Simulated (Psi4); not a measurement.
# GeClF (SMILES [F][Ge][Cl]): a chain of runs

We compute a geometry optimisation (singlet GeClF, PBE0/def2-TZVPD), then the energy (doublet GeClF+, UPBE0/def2-TZVPD), then a geometry optimisation (doublet GeClF+, UPBE0/def2-TZVPD), then the energy (doublet GeClF−, UPBE0/def2-TZVPD), then a geometry optimisation (doublet GeClF−, UPBE0/def2-TZVPD) of ClFGe. 

The results are computed with Psi4 1.11.

### Step 1. The system as given

GeClF has 3 atoms, charge 0, and is taken as a singlet. SMILES: `[F][Ge][Cl]`. The coordinates come from a PBE0-D4/def2-TZVP relaxation. The run starts from this shape.

Bond lengths: F1–Ge2 1.748 Å, Ge2–Cl3 2.180 Å. Angles: F1–Ge2–Cl3 98.3°.

### Step 2. A geometry optimisation at PBE0/def2-TZVPD (density fitting) (run 1)

Contents of calc.dat:

```
memory 1.6 GB

molecule system {
  F
  Ge 1 1.748003
  Cl 2 2.179677 1 98.34974
  units angstrom
  symmetry c1
}

set {
  basis def2-TZVPD
}

optimize("pbe0")
```

The run is started by

```bash
psi4 -i calc.dat -o calc.out -n 1
```

calc.out:

```text
[...]
  Running in c1 symmetry.
[...]
  Nuclear repulsion =  246.377398601329787
[...]
  Multiplicity = 1
[...]
  Nalpha       = 29
  Nbeta        = 29
[...]
    Number of basis functions: 140
[...]
   @DF-RKS iter   1: -2635.31129002534681   -2.29041e+00   2.13288e-02 DIIS/ADIIS
[...]
   @DF-RKS iter   7: -2636.68336017204547   -4.54747e-13   3.35554e-09 DIIS
[...]
  @DF-RKS Final Energy: -2636.68336017204547
   => Energetics <=
    Nuclear Repulsion Energy =            246.2611838793187360
    One-Electron Energy =               -4160.6031051394911628
    Two-Electron Energy =                1366.1993571774335123
    DFT Exchange-Correlation Energy =     -88.5407960893066956
    Empirical Dispersion Energy =           0.0000000000000000
    VV10 Nonlocal Energy =                  0.0000000000000000
    Total Energy =                      -2636.6833601720459228
[...]
  -Total Gradient:
     Atom            X                  Y                   Z
    ------   -----------------  -----------------  -----------------
       1       -0.000047377480    -0.000144542990     0.000000000000
       2        0.000093003011     0.000060194720     0.000000000002
       3        0.000028016853     0.000066851142     0.000000000000
[...]
    Final optimized geometry and variables:
    Molecular point group: c1
    Full point group: Cs
    Geometry (in Angstrom), charge = 0, multiplicity = 1:
    F
    GE            1    1.749285
    CL            2    2.180369      1   98.335891
    Psi4 run time: 0:00:19.14
```

Standard output:

```text
Optimizer: Optimization complete!
```

Wall time 21 s (1 thread of Intel Xeon Platinum 8259CL at 2.50GHz (Skylake/Cascade Lake), shared host); peak memory 0.54 GiB.

After the run. Bond lengths: F1–Ge2 1.749 Å, Ge2–Cl3 2.180 Å. Angles: F1–Ge2–Cl3 98.3°.

### Step 3. The doublet cation: the energy at UPBE0/def2-TZVPD (density fitting) (run 2)

Contents of job.inp:

```
memory 1600 mb

molecule molecule1 {
  1 2
  F      0.110737     1.419598     0.206475
  Ge    -0.763103     0.035484    -0.410476
  Cl     0.642058    -1.519343     0.191224
  symmetry c1
}

set {
  basis def2-TZVPD
  reference uks
}

energy_value, wavefunction = energy('pbe0', return_wfn=True)
```

The run is started by

```bash
psi4 -n 1 job.inp job.out
```

job.out:

```text
[...]
  Running in c1 symmetry.
[...]
  Nuclear repulsion =  246.261232241478467
[...]
  Multiplicity = 2
[...]
  Nalpha       = 29
  Nbeta        = 28
[...]
    Number of basis functions: 140
[...]
   @DF-UKS iter   1: -2634.79771939886814   -1.77903e+00   2.14611e-02 ADIIS/DIIS
[...]
   @DF-UKS iter  13: -2636.28529120431676   -1.31565e-07   7.26833e-07 DIIS
[...]
   @S^2 Observed:                7.596608302E-01
[...]
  @DF-UKS Final Energy: -2636.28529120431676
   => Energetics <=
    Nuclear Repulsion Energy =            246.2612322414784671
    One-Electron Energy =               -4144.1450686679554565
    Two-Electron Energy =                1349.8842123634158270
    DFT Exchange-Correlation Energy =     -88.2856671412554590
    Empirical Dispersion Energy =           0.0000000000000000
    VV10 Nonlocal Energy =                  0.0000000000000000
    Total Energy =                      -2636.2852912043167635
[...]
 Multipole Moments:
 ------------------------------------------------------------------------------------
     Multipole            Electronic (a.u.)      Nuclear  (a.u.)        Total (a.u.)
 ------------------------------------------------------------------------------------
 L = 1.  Multiply by 2.5417464519 to convert [e a0] to [Debye]
 Dipole X            :         -5.0778702            4.0520706           -1.0257996
 Dipole Y            :          1.9320016           -2.3579213           -0.4259197
 Dipole Z            :          0.0000000           -0.0000000            0.0000000
 Magnitude           :                                                    1.1107080
[...]
```

Run time: 12 s. Hardware: 1 thread of Intel Xeon Platinum 8259CL at 2.50GHz (Skylake/Cascade Lake), shared host; peak memory 0.5 GiB.

### Step 4. The doublet cation: a geometry optimisation at UPBE0/def2-TZVPD (density fitting) (run 3)

Contents of job.py:

```python
import psi4

psi4.set_memory('1600 MB')
psi4.set_num_threads(1)
psi4.core.set_output_file('clfge.out', False)

mol = psi4.geometry("""
1 2
F      0.110737     1.419598     0.206475
Ge    -0.763103     0.035484    -0.410476
Cl     0.642058    -1.519343     0.191224
units angstrom
symmetry c1
""")

psi4.set_options({
    'basis': 'def2-TZVPD',
    'reference': 'uks',
    'geom_maxiter': 50,
})

e_tot, wfn = psi4.optimize("pbe0", molecule=mol, return_wfn=True)
print('E =', round(e_tot, 9))
print(mol.to_string(dtype='xyz', units='Angstrom'))
for k, v in sorted(psi4.core.scalar_variables().items()):
    print(f'{k:45s} {v:18.10f}')
```

The run is started by

```bash
python job.py
```

clfge.out:

```text
[...]
  Running in c1 symmetry.
[...]
  Nuclear repulsion =  246.261232241478467
[...]
  Multiplicity = 2
[...]
  Nalpha       = 29
  Nbeta        = 28
[...]
    Number of basis functions: 140
[...]
   @DF-UKS iter   1: -2634.79771939886814   -1.77903e+00   2.14611e-02 DIIS/ADIIS
[...]
   @DF-UKS iter   8: -2636.29703803727216   -2.00089e-11   8.23288e-09 DIIS
[...]
   @S^2 Observed:                7.558908272E-01
[...]
  @DF-UKS Final Energy: -2636.29703803727216
   => Energetics <=
    Nuclear Repulsion Energy =            254.3175434770325580
    One-Electron Energy =               -4159.9669677941274131
    Two-Electron Energy =                1357.6777379342586300
    DFT Exchange-Correlation Energy =     -88.3253516544360195
    Empirical Dispersion Energy =           0.0000000000000000
    VV10 Nonlocal Energy =                  0.0000000000000000
    Total Energy =                      -2636.2970380372721593
[...]
  -Total Gradient:
     Atom            X                  Y                   Z
    ------   -----------------  -----------------  -----------------
       1        0.000014365461     0.000060727299    -0.000000000000
       2       -0.000190523103    -0.000110096114    -0.000000000000
       3        0.000202419372    -0.000110060513     0.000000000000
[...]
    Final optimized geometry and variables:
    Molecular point group: c1
    Full point group: Cs
    Geometry (in Angstrom), charge = 1, multiplicity = 2:
    F            0.278087079501     1.753476886897    -0.000000000000
    GE          -0.442191518161     0.231410978313     0.000000000000
    CL           0.783671904163    -1.441838351290    -0.000000000000
[...]
```

On the terminal:

```text
Some dependencies such as QCElemental have not yet finished migration to pydantic v2. If issues are encountered please downgrade pydantic or upgrade QCElemental as appropriate
Optimizer: Optimization complete!
E = -2636.297038037
3
1 2 ClFGe
F                     0.278087079501     1.753476886897     0.000000000000
Ge                   -0.442191518161     0.231410978313     0.000000000000
Cl                    0.783671904163    -1.441838351290     0.000000000000

CURRENT ENERGY                                  -2636.2970380373
CURRENT REFERENCE ENERGY                        -2636.2970380373
DD SOLVATION ENERGY                                 0.0000000000
DFT FUNCTIONAL TOTAL ENERGY                     -2636.2970380373
DFT TOTAL ENERGY                                -2636.2970380373
DFT VV10 ENERGY                                     0.0000000000
DFT XC ENERGY                                     -88.3253516544
GRID ELECTRONS ALPHA                               29.0000170310
GRID ELECTRONS BETA                                28.0000155858
GRID ELECTRONS TOTAL                               57.0000326168
NUCLEAR REPULSION ENERGY                          254.3175434770
ONE-ELECTRON ENERGY                             -4159.9669677941
OPTIMIZATION ITERATIONS                             6.0000000000
PCM POLARIZATION ENERGY                             0.0000000000
PE ENERGY                                           0.0000000000
SCF ITERATION ENERGY                            -2636.2970380373
SCF ITERATIONS                                      8.0000000000
SCF TOTAL ENERGY                                -2636.2970380373
TWO-ELECTRON ENERGY                              1357.6777379343
XC GRID RADIAL POINTS                              75.0000000000
XC GRID SPHERICAL POINTS                          302.0000000000
XC GRID TOTAL POINTS                            66048.0000000000
```

Run time: 80 s. Hardware: 1 thread of Intel Xeon Platinum 8259CL at 2.50GHz (Skylake/Cascade Lake), shared host; peak memory 0.58 GiB.

Steps, from the record of the run:

| step | energy from the first frame kept (eV) | largest force (eV/Å) |
| --- | --- | --- |
| 0 | 0.0000 | 2.6690 |
| 1 | -0.2364 | 1.2044 |
| 2 | -0.3131 | 0.5169 |
| 3 | -0.3192 | 0.0995 |
| 4 | -0.3196 | 0.0317 |
| 5 | -0.3196 | 0.0118 |

After the run. Bond lengths: F1–Ge2 1.684 Å, Ge2–Cl3 2.074 Å. Angles: F1–Ge2–Cl3 118.4°.

### Step 5. The doublet anion: the energy at UPBE0/def2-TZVPD (density fitting) (run 4)

Contents of clfge.py:

```python
import psi4

psi4.set_memory(1600000000)
psi4.set_num_threads(1)
psi4.set_output_file('psi4.out', False)

m = psi4.geometry("""
-1 2
F      0.20926260     2.68265143     0.39018120
Ge    -1.44205567     0.06705504    -0.77568722
Cl     1.21331378    -2.87114216     0.36136099
units bohr
symmetry c1
""")

psi4.set_options(dict(basis='def2-TZVPD', reference='uks'))

e = psi4.energy("pbe0", molecule=m)
print('E =', round(e, 9))
```

The run is started by

```bash
python clfge.py
```

psi4.out:

```text
[...]
  Running in c1 symmetry.
[...]
  Nuclear repulsion =  246.261232380059681
[...]
  Multiplicity = 2
[...]
  Nalpha       = 30
  Nbeta        = 29
[...]
    Number of basis functions: 140
[...]
   @DF-UKS iter   1: -2635.06535591257307   -2.04667e+00   2.22299e-02 ADIIS/DIIS
[...]
   @DF-UKS iter  11: -2636.71710635228692   -5.69476e-08   5.15679e-07 DIIS
[...]
   @S^2 Observed:                7.557985009E-01
[...]
  @DF-UKS Final Energy: -2636.71710635228692
   => Energetics <=
    Nuclear Repulsion Energy =            246.2612323800596812
    One-Electron Energy =               -4174.7427143976437947
    Two-Electron Energy =                1380.5007310573810173
    DFT Exchange-Correlation Energy =     -88.7363553920837944
    Empirical Dispersion Energy =           0.0000000000000000
    VV10 Nonlocal Energy =                  0.0000000000000000
    Total Energy =                      -2636.7171063522869190
[...]
 Multipole Moments:
 ------------------------------------------------------------------------------------
     Multipole            Electronic (a.u.)      Nuclear  (a.u.)        Total (a.u.)
 ------------------------------------------------------------------------------------
 L = 1.  Multiply by 2.5417464519 to convert [e a0] to [Debye]
 Dipole X            :         -4.2072156            4.0520706           -0.1551450
 Dipole Y            :          2.3345294           -2.3579213           -0.0233919
 Dipole Z            :          0.0000000           -0.0000000            0.0000000
 Magnitude           :                                                    0.1568985
[...]
```

Standard output:

```text
E = -2636.717106352
```

Wall time 11 s (1 thread of Intel Xeon Platinum 8259CL at 2.50GHz (Skylake/Cascade Lake), shared host); peak memory 0.5 GiB.

### Step 6. The doublet anion: a geometry optimisation at UPBE0/def2-TZVPD (density fitting) (run 5)

Contents of input.dat:

```
memory 1600 MB

molecule mol {
  -1 2
  F      0.20926260     2.68265143     0.39018120
  Ge    -1.44205567     0.06705504    -0.77568722
  Cl     1.21331378    -2.87114216     0.36136099
  units bohr
  symmetry c1
}

set globals {
  basis        def2-TZVPD
  reference    uks
  geom_maxiter 50
}

energy_value, wavefunction = optimize("pbe0", return_wfn=True)
print_variables()
```

The run is started by

```bash
psi4 -i input.dat -o output.dat -n 1
```

output.dat:

```text
[...]
  Running in c1 symmetry.
[...]
  Nuclear repulsion =  246.261232380059681
[...]
  Multiplicity = 2
[...]
  Nalpha       = 30
  Nbeta        = 29
[...]
    Number of basis functions: 140
[...]
   @DF-UKS iter   1: -2635.06535591257307   -2.04667e+00   2.22299e-02 ADIIS/DIIS
[...]
   @DF-UKS iter   7: -2636.72462692628778   -6.36646e-12   5.36433e-09 DIIS
[...]
   @S^2 Observed:                7.553477720E-01
[...]
  @DF-UKS Final Energy: -2636.72462692628778
   => Energetics <=
    Nuclear Repulsion Energy =            231.6342146114960769
    One-Electron Energy =               -4145.3514492871727271
    Two-Electron Energy =                1365.6867881042905992
    DFT Exchange-Correlation Energy =     -88.6941803549018459
    Empirical Dispersion Energy =           0.0000000000000000
    VV10 Nonlocal Energy =                  0.0000000000000000
    Total Energy =                      -2636.7246269262877831
[...]
  -Total Gradient:
     Atom            X                  Y                   Z
    ------   -----------------  -----------------  -----------------
       1        0.000011435908    -0.000023887675    -0.000000000000
       2        0.000059355570    -0.000142709771     0.000000000000
       3        0.000051296510    -0.000009391375    -0.000000000000
[...]
```

The script printed:

```text
Optimizer: Optimization complete!
```

Wall time 77 s (1 thread of Intel Xeon Platinum 8259CL at 2.50GHz (Skylake/Cascade Lake), shared host); peak memory 0.58 GiB.

The path in brief:

| step | energy from the first frame kept (eV) | largest force (eV/Å) |
| --- | --- | --- |
| 0 | 0.0000 | 2.5054 |
| 1 | -0.1742 | 0.7980 |
| 2 | -0.2012 | 0.2207 |
| 3 | -0.2039 | 0.1059 |
| 4 | -0.2045 | 0.0523 |
| 5 | -0.2046 | 0.0186 |
| 6 | -0.2046 | 0.0079 |

After the run. Bond lengths: F1–Ge2 1.830 Å, Ge2–Cl3 2.349 Å. Angles: F1–Ge2–Cl3 96.7°.

### Step 7. What came out

```
                                                               quantity           value
                        run 1, PBE0/def2-TZVPD: total energy at the end  -2636.68336 Eh
                                  run 1, PBE0/def2-TZVPD: dipole moment          2.26 D
                                    run 1, PBE0/def2-TZVPD: HOMO energy        -8.50 eV
                                    run 1, PBE0/def2-TZVPD: LUMO energy        -2.91 eV
                                  run 1, PBE0/def2-TZVPD: HOMO–LUMO gap         5.59 eV
                                    doublet cation, run 2: total energy  -2636.28529 Eh
              doublet cation, run 2: HOMO energy (highest over α and β)       -16.11 eV
               doublet cation, run 2: LUMO energy (lowest over α and β)       -13.16 eV
                                            doublet cation, run 2: ⟨S²⟩           0.760
                         doublet cation, run 3: total energy at the end  -2636.29704 Eh
              doublet cation, run 3: HOMO energy (highest over α and β)       -15.77 eV
               doublet cation, run 3: LUMO energy (lowest over α and β)       -12.39 eV
                                            doublet cation, run 3: ⟨S²⟩           0.756
                                     doublet anion, run 4: total energy  -2636.71711 Eh
               doublet anion, run 4: HOMO energy (highest over α and β)         1.10 eV
                doublet anion, run 4: LUMO energy (lowest over α and β)         3.97 eV
                                             doublet anion, run 4: ⟨S²⟩           0.756
                          doublet anion, run 5: total energy at the end  -2636.72463 Eh
               doublet anion, run 5: HOMO energy (highest over α and β)         0.68 eV
                doublet anion, run 5: LUMO energy (lowest over α and β)         3.65 eV
                                             doublet anion, run 5: ⟨S²⟩           0.755
 adiabatic electron affinity (to the doublet anion, no zero-point term)        1.123 eV
adiabatic ionisation energy (to the doublet cation, no zero-point term)       10.512 eV
```

In words: The adiabatic electron affinity (to the doublet anion, no zero-point term) is 1.12 eV (26 kcal/mol). The adiabatic ionisation energy (to the doublet cation, no zero-point term) is 10.51 eV (1014 kJ/mol). The optimisation (run 1, PBE0/def2-TZVPD) took 2 steps and changed the energy by -0.000 eV. The optimisation (doublet cation, run 3) took 6 steps and changed the energy by -0.320 eV. The HOMO (doublet anion, run 4) lies at positive energy, 1.10 eV; only total energies tell whether the electron is bound. The optimisation (doublet anion, run 5) took 7 steps and changed the energy by -0.205 eV.
